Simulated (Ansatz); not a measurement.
# SnSe: the cost of one run

Computed with Ansatz 0.2.0 (DFT PBE+D3(BJ), scalar-relativistic, plane waves, PAW, unless a step's input says otherwise).

The COD entry's cell or inner coordinates are ideal or old and differ from later refinements, so a difference from it is no clean test against experiment.

2 further runs of the same task are left out: 2 set aside as unsound or not needed.

### 1 The starting structure

Symmetry: Pnma, No. 62, orthorhombic system. Conventional cell: a = 11.482 Å, b = 4.168 Å, c = 4.386 Å, α = 90.00°, β = 90.00°, γ = 90.00°. Around Sn (site symmetry m) lie 3 Se at 2.77 to 2.82 Å. Around Se (site symmetry m) lie 3 Sn at 2.77 to 2.82 Å.

As a file:

```cif
data_structure
_symmetry_space_group_name_H-M 'Pnma'
_symmetry_Int_Tables_number 62
_cell_length_a 11.4816
_cell_length_b 4.1675
_cell_length_c 4.3863
_cell_angle_alpha 90.000
_cell_angle_beta 90.000
_cell_angle_gamma 90.000
_cell_volume 209.88
loop_
_atom_site_label
_atom_site_type_symbol
_atom_site_symmetry_multiplicity
_atom_site_Wyckoff_symbol
_atom_site_fract_x
_atom_site_fract_y
_atom_site_fract_z
_atom_site_occupancy
Sn1 Sn 4 c 0.11763 0.25000 0.09534 1
Se1 Se 4 c 0.35698 0.25000 0.02303 1
```

This cell was relaxed beforehand with the same method: volume 26.24 Å³/atom, gap on the mesh 0.57 eV.

### 2 The bulk's band edges

The input, input.yaml:

```yaml
crystal:
  lattice:
    - [11.4816168764, 0.0, 0.0]
    - [0.0, 4.1675106249, 0.0]
    - [0.0, 0.0, 4.3863231542]
  atoms:
    - { symbol: Sn, position: [0.1176252652, 0.25, 0.0953416065] }
    - { symbol: Sn, position: [0.3823747348, 0.75, 0.5953416065] }
    - { symbol: Sn, position: [0.6176252652, 0.25, 0.4046583935] }
    - { symbol: Sn, position: [0.8823747348, 0.75, 0.9046583935] }
    - { symbol: Se, position: [0.3569825007, 0.25, 0.0230333997] }
    - { symbol: Se, position: [0.1430174993, 0.75, 0.5230333997] }
    - { symbol: Se, position: [0.8569825007, 0.25, 0.4769666003] }
    - { symbol: Se, position: [0.6430174993, 0.75, 0.9769666003] }
basis:
  ecutwfc: 420
kpoints:
  mp_grid: { grid: [4, 8, 8] }
  band_path: { path: [VBM, CBM], npoints: 2 }
hamiltonian:
  xc: pbe
  dispersion: d3bj
scf:
  occupations: { method: gaussian, width: 0.02 }
output:
  forces: true
  stress: true
  eigenvalues: true
```

Started as:

```bash
$ ansatz run input.yaml --threads 1 --pin off --max-ram 2560MiB --backend cpu --events-out ev --progress --plain --runs-dir out
```

Q: Estimate wall time and peak memory on 1 thread of Arm Neoverse V1, shared host.

About 4.8 min, with a peak of 0.94 GiB.
